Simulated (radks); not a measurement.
**Spin polarisation of the 4f shell in Eu**

Aim: the energy gained and the exchange splitting as electrons of the 4f shell of Eu are turned from spin down to spin up.

The numbers are computed with radks (a radial shooting solver on a logarithmic mesh, Libxc functionals) version 1 (scalar-relativistic Kohn-Sham, PBE, spin-polarised, spherical densities, point nucleus), except any that are marked as measured or tabulated.

## Step 1: The atom as given

* element: europium (Z = 63)
* charge: 0
* electrons: 63
* configuration: [Xe] 4f(up 3.5, down 3.5) 6s2

A shell typed twice in an input gives spin up, then spin down.

## Step 2: No moment

The run's settings:

```text
Z 63
configuration [Xe] 4f3.5 4f3.5 6s2
relativity scalar-relativistic
functional pbe,pbe
spin polarised
nucleus point
c 137.035999084
```

## Step 3: moment 1 in 4f

The run's settings:

```text
Z 63
configuration [Xe] 4f4 4f3 6s2
relativity scalar-relativistic
functional pbe,pbe
spin polarised
nucleus point
c 137.035999084
```

## Step 4: moment 2 in 4f

The run's settings:

```text
Z 63
configuration [Xe] 4f4.5 4f2.5 6s2
relativity scalar-relativistic
functional pbe,pbe
spin polarised
nucleus point
c 137.035999084
```

## Step 5: moment 3 in 4f

The run's settings:

```text
Z 63
configuration [Xe] 4f5 4f2 6s2
relativity scalar-relativistic
functional pbe,pbe
spin polarised
nucleus point
c 137.035999084
```

## Step 6: moment 4 in 4f

The run's settings:

```text
Z 63
configuration [Xe] 4f5.5 4f1.5 6s2
relativity scalar-relativistic
functional pbe,pbe
spin polarised
nucleus point
c 137.035999084
```

## Step 7: moment 5 in 4f

The run's settings:

```text
Z 63
configuration [Xe] 4f6 4f1 6s2
relativity scalar-relativistic
functional pbe,pbe
spin polarised
nucleus point
c 137.035999084
```

## Step 8: moment 6 in 4f

The run's settings:

```text
Z 63
configuration [Xe] 4f6.5 4f0.5 6s2
relativity scalar-relativistic
functional pbe,pbe
spin polarised
nucleus point
c 137.035999084
```

## Step 9: moment 7 in 4f

The run's settings:

```text
Z 63
configuration [Xe] 4f7 4f0 6s2
relativity scalar-relativistic
functional pbe,pbe
spin polarised
nucleus point
c 137.035999084
```

What does the calculation give? Wanted: for each run, moment; E − E(0); ε(4f up); ε(4f down); splitting.

**Answer**, as computed:

```tsv
moment (μB)	E − E(0) (eV)	ε(4f up) (eV)	ε(4f down) (eV)	splitting (eV)
0	0.000	-2.718	-2.718	0.000
1	-0.173	-3.046	-2.357	0.689
2	-0.690	-3.341	-1.963	1.377
3	-1.550	-3.599	-1.536	2.062
4	-2.752	-3.816	-1.075	2.741
5	-4.292	-3.988	-0.576	3.412
6	-6.165	-4.099	-0.031	4.069
```

**Reading.** At a moment of 6 μB the energy has fallen by 6.16 eV and the 4f levels split by 4.07 eV, 0.678 eV per μB. The Stoner form E = −I m²/4 would give I = 0.685 eV. The energy falls at every step.
